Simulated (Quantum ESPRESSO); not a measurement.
# TaO (P6/mmm) in Quantum ESPRESSO: reference runs

Aim: a first look at TaO with PBE, on the cell as given and on a disturbed one.

Program: Quantum ESPRESSO 7.5. These are calculated values, not measurements. Logs are shortened: lines on timing, memory, paths and dates and some standing lists are left out, and cuts for length are marked.

## (1) Starting point

The structure is hexagonal, space group P6/mmm (No. 191). The conventional cell has a = 3.066 Å, b = 3.066 Å, c = 3.855 Å, α = 90.00°, β = 90.00°, γ = 120.00°. Ta (site symmetry 6/mmm) has 2 O at 1.93 Å as nearest neighbours. O (site symmetry 6/mmm) has 2 Ta at 1.93 Å as nearest neighbours.

The cell was built by a generator and needn't be a form met in nature.

## (2) Single point, PBE

The input, pw.in:

```
&CONTROL
  calculation = 'scf'
  prefix = 'pwscf'
  outdir = './tmp'
  pseudo_dir = './pseudo'
  tprnfor = .true.
  tstress = .true.
  disk_io = 'nowf'
/
&SYSTEM
  ibrav = 0
  nat = 2
  ntyp = 2
  ecutwfc = 55
  ecutrho = 440
  nbnd = 16
  occupations = 'smearing'
  smearing = 'fd'
  degauss = 0.00367493
/
&ELECTRONS
  conv_thr = 4d-10
  electron_maxstep = 120
  mixing_beta = 0.5
/
ATOMIC_SPECIES
Ta   180.9479 Ta_pbe_v1.uspp.F.UPF
O     15.9990 O.pbe-n-kjpaw_psl.0.1.UPF
CELL_PARAMETERS angstrom
   3.0661100000    0.0000000000    0.0000000000
  -1.5330600000    2.6553300000    0.0000000000
   0.0000000000    0.0000000000    3.8550200000
ATOMIC_POSITIONS crystal
Ta     0.0000000000    0.0000000000    0.5000000000
O      0.0000000000    0.0000000000    0.0000000000
K_POINTS automatic
10 10 7 0 0 0
```

Potentials or basis: SSSP 1.3 efficiency PBE.

Run with:

```sh
$ OMP_NUM_THREADS=1 pw.x -in pw.in > pw.out
```

pw.out:

```text
This program is part of the open-source Quantum ESPRESSO suite
     for quantum simulation of materials; please cite
         "P. Giannozzi et al., J. Phys.:Condens. Matter 21 395502 (2009);
         "P. Giannozzi et al., J. Phys.:Condens. Matter 29 465901 (2017);
         "P. Giannozzi et al., J. Chem. Phys. 152 154105 (2020);
     in publications or presentations arising from this work. More details at

     file O.pbe-n-kjpaw_psl.0.1.UPF: wavefunction(s)  2P renormalized
     Message from routine setup:
     using ibrav=0 with symmetry is DISCOURAGED, use correct ibrav instead

     G-vector sticks info
     --------------------
     sticks:   dense  smooth     PW     G-vecs:    dense   smooth      PW
     Sum        1027     511    163                33019    11597    2233

     Using Slab Decomposition

     bravais-lattice index     =            0
     lattice parameter (alat)  =       5.7941  a.u.
     unit-cell volume          =     211.8017 (a.u.)^3
     number of atoms/cell      =            2
     number of atomic types    =            2
     number of electrons       =        19.00
     number of Kohn-Sham states=           16
     kinetic-energy cutoff     =      55.0000  Ry
     charge density cutoff     =     440.0000  Ry
     scf convergence threshold =      4.0E-10
     mixing beta               =       0.5000
     number of iterations used =            8  plain     mixing
     Exchange-correlation= SLA  PW   PBX  PBC
                           (   1   4   3   4   0   0   0)

     celldm(1)=   5.794108  celldm(2)=   0.000000  celldm(3)=   0.000000
     celldm(4)=   0.000000  celldm(5)=   0.000000  celldm(6)=   0.000000

     crystal axes: (cart. coord. in units of alat)
               a(1) = (   1.000000   0.000000   0.000000 )
               a(2) = (  -0.500002   0.866026   0.000000 )
               a(3) = (   0.000000   0.000000   1.257300 )

     reciprocal axes: (cart. coord. in units 2 pi/alat)
               b(1) = (  1.000000  0.577352 -0.000000 )
               b(2) = (  0.000000  1.154700  0.000000 )
               b(3) = (  0.000000 -0.000000  0.795355 )

     PseudoPot. # 1 for Ta read from file:
     Ta_pbe_v1.uspp.F.UPF
     Pseudo is Ultrasoft + core correction, Zval = 13.0
     Generated by new atomic code, or converted to UPF format
     Using radial grid of  921 points,  7 beta functions with:
                l(1) =   0
                l(2) =   0
                l(3) =   1
                l(4) =   1
                l(5) =   2
                l(6) =   2
                l(7) =   3
     Q(r) pseudized with  6 coefficients,  rinner =    1.300   1.300   1.300
                                                       1.300   1.300   1.300
                                                       1.300

     PseudoPot. # 2 for O  read from file:
     O.pbe-n-kjpaw_psl.0.1.UPF
     Pseudo is Projector augmented-wave + core cor, Zval =  6.0
     Generated using "atomic" code by A. Dal Corso  v.5.0.99 svn rev. 10869
     Shape of augmentation charge: BESSEL
     Using radial grid of 1095 points,  4 beta functions with:
                l(1) =   0
                l(2) =   0
                l(3) =   1
                l(4) =   1
     Q(r) pseudized with 0 coefficients

     atomic species   valence    mass     pseudopotential
     Ta               13.00   180.94790     Ta( 1.00)
     O                 6.00    15.99900     O ( 1.00)

      4 Sym. Ops., with inversion, found

   Cartesian axes

     site n.     atom                  positions (alat units)
         1        Ta     tau(   1) = (   0.0000000   0.0000000   0.6286500  )
         2        O      tau(   2) = (   0.0000000   0.0000000   0.0000000  )

     number of k points=   208  Fermi-Dirac smearing, width (Ry)=  0.0037

     Number of k-points >= 100: set verbosity='high' to print them.

     Dense  grid:    33019 G-vectors     FFT dimensions: (  40,  40,  50)

     Smooth grid:    11597 G-vectors     FFT dimensions: (  27,  27,  36)

     Initial potential from superposition of free atoms

     starting charge      18.9989, renormalised to      19.0000

     negative rho (up, down):  9.414E-02 0.000E+00
     Starting wfcs are   17 randomized atomic wfcs

     Self-consistent Calculation

     iteration #  1     ecut=    55.00 Ry     beta= 0.50
     Davidson diagonalization with overlap
     ethr =  1.00E-02,  avg # of iterations =  4.2

     negative rho (up, down):  9.629E-02 0.000E+00

     total energy              =    -183.38927082 Ry
     estimated scf accuracy    <       0.50887204 Ry

     iteration #  2     ecut=    55.00 Ry     beta= 0.50
     Davidson diagonalization with overlap
     ethr =  2.68E-03,  avg # of iterations =  2.1

     negative rho (up, down):  9.707E-02 0.000E+00

     total energy              =    -183.42062107 Ry
     estimated scf accuracy    <       0.85900769 Ry

     iteration #  3     ecut=    55.00 Ry     beta= 0.50
     Davidson diagonalization with overlap
     ethr =  2.68E-03,  avg # of iterations =  1.8

     negative rho (up, down):  9.817E-02 0.000E+00

     total energy              =    -183.60189312 Ry
     estimated scf accuracy    <       0.02510108 Ry

     iteration #  4     ecut=    55.00 Ry     beta= 0.50
     Davidson diagonalization with overlap
     ethr =  1.32E-04,  avg # of iterations =  2.5

     negative rho (up, down):  9.908E-02 0.000E+00

     total energy              =    -183.60468883 Ry
     estimated scf accuracy    <       0.00132564 Ry

     iteration #  5     ecut=    55.00 Ry     beta= 0.50
     Davidson diagonalization with overlap
     ethr =  6.98E-06,  avg # of iterations =  3.6

     negative rho (up, down):  9.913E-02 0.000E+00

     total energy              =    -183.60480285 Ry
     estimated scf accuracy    <       0.00042527 Ry

     iteration #  6     ecut=    55.00 Ry     beta= 0.50
     Davidson diagonalization with overlap
     ethr =  2.24E-06,  avg # of iterations =  2.2

     negative rho (up, down):  9.915E-02 0.000E+00

     total energy              =    -183.60491578 Ry
     estimated scf accuracy    <       0.00004653 Ry

     iteration #  7     ecut=    55.00 Ry     beta= 0.50
     Davidson diagonalization with overlap
     ethr =  2.45E-07,  avg # of iterations =  1.0

     negative rho (up, down):  9.915E-02 0.000E+00

     total energy              =    -183.60492065 Ry
     estimated scf accuracy    <       0.00000189 Ry

     iteration #  8     ecut=    55.00 Ry     beta= 0.50
     Davidson diagonalization with overlap
     ethr =  9.95E-09,  avg # of iterations =  2.1

     negative rho (up, down):  9.916E-02 0.000E+00

     total energy              =    -183.60492111 Ry
     estimated scf accuracy    <       0.00000006 Ry

     iteration #  9     ecut=    55.00 Ry     beta= 0.50
     Davidson diagonalization with overlap
     ethr =  3.21E-10,  avg # of iterations =  1.2

     negative rho (up, down):  9.916E-02 0.000E+00

     total energy              =    -183.60492111 Ry
     estimated scf accuracy    <       0.00000001 Ry

     iteration # 10     ecut=    55.00 Ry     beta= 0.50
     Davidson diagonalization with overlap
     ethr =  6.06E-11,  avg # of iterations =  2.0

     negative rho (up, down):  9.915E-02 0.000E+00

     End of self-consistent calculation

     Number of k-points >= 100: set verbosity='high' to print the bands.

     the Fermi energy is    11.9313 ev

!    total energy              =    -183.60492112 Ry
     estimated scf accuracy    <          1.4E-10 Ry
     smearing contrib. (-TS)   =      -0.00183518 Ry
     internal energy E=F+TS    =    -183.60308594 Ry

     The total energy is F=E-TS. E is the sum of the following terms:
     one-electron contribution =     -40.68395322 Ry
     hartree contribution      =      28.39764607 Ry
     xc contribution           =     -49.55945363 Ry
     ewald contribution        =    -112.23835392 Ry
     one-center paw contrib.   =      -9.51897124 Ry

     convergence has been achieved in  10 iterations

     negative rho (up, down):  9.915E-02 0.000E+00

     Forces acting on atoms (cartesian axes, Ry/au):

     atom    1 type  1   force =     0.00000000    0.00000000    0.00000000
     atom    2 type  2   force =     0.00000000    0.00000000    0.00000000

     Total force =     0.000000     Total SCF correction =     0.000000

     Computing stress (Cartesian axis) and pressure

     negative rho (up, down):  9.915E-02 0.000E+00
          total   stress  (Ry/bohr**3)                   (kbar)     P=        0.89
  -0.00001640  -0.00000000   0.00000000           -2.41       -0.00        0.00
  -0.00000000  -0.00001640   0.00000000           -0.00       -2.41        0.00
   0.00000000   0.00000000   0.00005088            0.00        0.00        7.48

=------------------------------------------------------------------------------=
   JOB DONE.
=------------------------------------------------------------------------------=
```

Wall time 82 s (1 thread of Arm Neoverse V1, shared host); peak memory 0.32 GiB.

What came out:

- Free energy: -2498.0722 eV
- Pressure: 0.1 GPa
- Band gap on the k mesh: none (metal or under the smearing width)

Levels at points of the mesh, in eV from the Fermi level:
| k point | band 8 | band 9 | band 10 | band 11 | band 12 | band 13 |
| --- | --- | --- | --- | --- | --- | --- |
| (0.00, 0.00, 0.00) | -2.36 | -2.36 | 0.61 | 0.61 | 3.15 | 3.15 |
| (0.00, -0.50, 0.00) | -2.98 | -2.80 | -0.60 | 2.36 | 3.77 | 5.07 |
| (-0.50, 0.00, 0.00) | -2.98 | -2.80 | -0.60 | 2.36 | 3.77 | 5.07 |
| (-0.50, -0.50, 0.00) | -2.98 | -2.80 | -0.60 | 2.36 | 3.77 | 5.07 |

Caveat: an odd number of electrons without spin polarisation forces a metal; a magnetic or distorted state may lie lower. The run has no spin-orbit coupling, so splittings on Ta are missing.

## (3) Single point, PBE (atoms moved at random, drawn with an rms of 0.05 Å)

Changes to pw.in since step 2:

```diff
@@ -33,4 +33,4 @@
 ATOMIC_POSITIONS crystal
-Ta     0.0000000000    0.0000000000    0.5000000000
-O      0.0000000000    0.0000000000    0.0000000000
+Ta    -0.0011800000    0.0042840000    0.4992050000
+O     -0.0001750000   -0.0019390000   -0.0028340000
 K_POINTS automatic
```

Potentials or basis: SSSP 1.3 efficiency PBE.

Run with:

```sh
$ OMP_NUM_THREADS=1 pw.x -in pw.in > pw.out
```

It took 2.2 min on 1 thread of Arm Neoverse V1, shared host; peak memory 0.37 GiB.

It converged, with:

```
Free energy            : -2498.0716 eV
Pressure               : 0.1 GPa
Largest force          : 0.088 eV/Å
Band gap on the k mesh : none (metal or under the smearing width)
```

Forces in eV/Å, atoms in the order of the input:
```
Ta   0.015 -0.019 -0.084
O   -0.015  0.019  0.084
```

Stress tensor (GPa, compression positive):
```
-0.23  0.00  0.00
 0.00 -0.23  0.00
 0.00  0.00  0.72
```

Levels at points of the mesh, in eV from the Fermi level:
```tsv
k point	band 8	band 9	band 10	band 11	band 12	band 13
(0.00, 0.00, 0.00)	-2.37	-2.37	0.61	0.61	3.15	3.15
(0.00, -0.50, 0.00)	-2.99	-2.79	-0.60	2.36	3.77	5.07
(-0.50, 0.00, 0.00)	-3.00	-2.78	-0.60	2.36	3.77	5.07
(-0.50, -0.50, 0.00)	-2.98	-2.80	-0.59	2.36	3.77	5.07
```

Caveat: an odd number of electrons without spin polarisation forces a metal; a magnetic or distorted state may lie lower. The run has no spin-orbit coupling, so splittings on Ta are missing.
